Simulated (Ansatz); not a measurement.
# SnTe2: the cost of one run

The runs shown are made with Ansatz 0.2.0. PAW datasets, plane waves, zero pressure. Simulation only: spin-unpolarised, and no claim that this is the phase found in nature.

### 1 The cell

This is the cell as the run starts from it, not yet at rest; its lengths are not the crystal's.

It is cubic, Fm-3m (No. 225); conventional cell a = 7.052 Å, 29.22 Å³ an atom. Around Sn lie 8 Te at 3.05 Å; around Te lie 4 Sn at 3.05 Å.

Structure file:

```
CELL_PARAMETERS angstrom
0.00000 3.52593 3.52593
3.52593 0.00000 3.52593
3.52593 3.52593 0.00000
ATOMIC_POSITIONS crystal
Sn 0.00000 0.00000 0.00000
Te 0.25000 0.25000 0.25000
Te 0.75000 0.75000 0.75000
```

### 2 PBE: cell and atoms

input.yaml reads:

```yaml
crystal:
  lattice:
    - [0.0, 3.5259297783, 3.5259297783]
    - [3.5259297783, 0.0, 3.5259297783]
    - [3.5259297783, 3.5259297783, 0.0]
  atoms:
    - { symbol: Sn, position: [0.0, 0.0, 0.0] }
    - { symbol: Te, position: [0.25, 0.25, 0.25] }
    - { symbol: Te, position: [0.75, 0.75, 0.75] }
kpoints:
  mp_grid: { grid: [6, 6, 6] }
hamiltonian:
  xc: pbe
scf:
  occupations: { method: fermi_dirac, width: 0.02 }
relax:
  f_tol: 0.005
  cell: {}
output:
  write_density: true
  write_potential: true
  elf: true
  volumetric_format: npy
```

The run is started by

```bash
ansatz run input.yaml --threads 2 --pin off --max-ram 2211MiB --backend cpu --events-out ev --progress --plain --runs-dir out
```

Q: Estimate wall time and peak memory on 2 threads of Arm Neoverse V1, shared host.

About 7.7 s, with a peak of 0.4 GiB.
